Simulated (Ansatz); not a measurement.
What does this script print? It uses the Ansatz DFT code, driven from Python.

`ch7bosi_tae.py`
```python
"""Energy to split CH7BOSi into its atoms."""

from collections import Counter

import ansatz as az
from ase import Atoms


def single_point(molecule, charge=0, unpaired=0):
    calc = molecule.calculation().basis(gaussian="cc-pVTZ").functional("B3LYP")
    if charge:
        calc = calc.charge(charge)
    if unpaired:
        calc = calc.spin("collinear", total=unpaired)
    report = calc.run(threads=1, backend="cpu").report
    if report["published_state_doubts"]:
        print("  doubts:", report["published_state_doubts"])
    return report["free_energy_ev"]

atoms = Atoms(["C", "B", "Si", "O", "H", "H", "H", "H", "H", "H", "H"], positions=[
    (-1.0959, 1.1085, -0.1752),
    (-0.3931, 0.1934, 0.8293),
    (1.1106, -0.8504, 0.2445),
    (0.7494, -1.9035, -1.0096),
    (-0.6642, 1.1027, -1.2052),
    (-1.105, 2.2113, 0.19),
    (-2.1764, 0.8365, -0.2701),
    (-0.7233, 0.136, 1.9417),
    (1.6507, -1.62, 1.4372),
    (2.2034, 0.0517, -0.1975),
    (0.5092, -1.3232, -1.7644),
])
system = az.Crystal.molecule_from_ase(atoms)

# unpaired electrons of the ground-state atoms
unpaired = {"C": 2, "B": 1, "Si": 2, "O": 2, "H": 1}
counts = Counter(site.symbol for site in system.cartesian_sites)
atom_energy = {s: single_point(az.Crystal.molecule().atom(s, (0, 0, 0)), 0, unpaired[s]) for s in counts}
whole = single_point(system, 0, 0)
for s, e in atom_energy.items():
    print(f"{s:2s} x{counts[s]}  {e:14.5f} eV")
print(f"CH7BOSi: {whole:.5f} eV")
split = sum(counts[s] * e for s, e in atom_energy.items()) - whole
print(f"atomisation energy (no zero-point term): {23.060548 * split:.1f} kcal/mol, {split / sum(counts.values()):.3f} eV an atom")
```

```console
$ python ch7bosi_tae.py
C  x1     -1030.18427 eV
B  x1      -671.13503 eV
Si x1     -7874.87526 eV
O  x1     -2043.35363 eV
H  x7       -13.66437 eV
CH7BOSi: -11754.81709 eV
atomisation energy (no zero-point term): 913.6 kcal/mol, 3.602 eV an atom
```

913.6 kcal/mol from the electronic energies, without the zero-point term.

What to keep in mind:
- Total energies depend on the basis set; only differences at equal settings carry meaning.
- The geometry is a force-field or estimated start, not a minimum of this method, and the basis set is short of its limit. All parts are taken at fixed geometry, without zero-point energy.
- b3lyp holds the VWN-RPA fit, as in Gaussian; the form of ORCA and Turbomole is b3lyp5.
- For Al to Cl the sets with a tight d function, cc-pV(X+d)Z, are usual.
- Run time: 8.4 s on 1 thread of Arm Neoverse V1, with other jobs on the host, peak memory 0.43 GiB.

(Lines on the test bed's own set-up are left out of the output.)
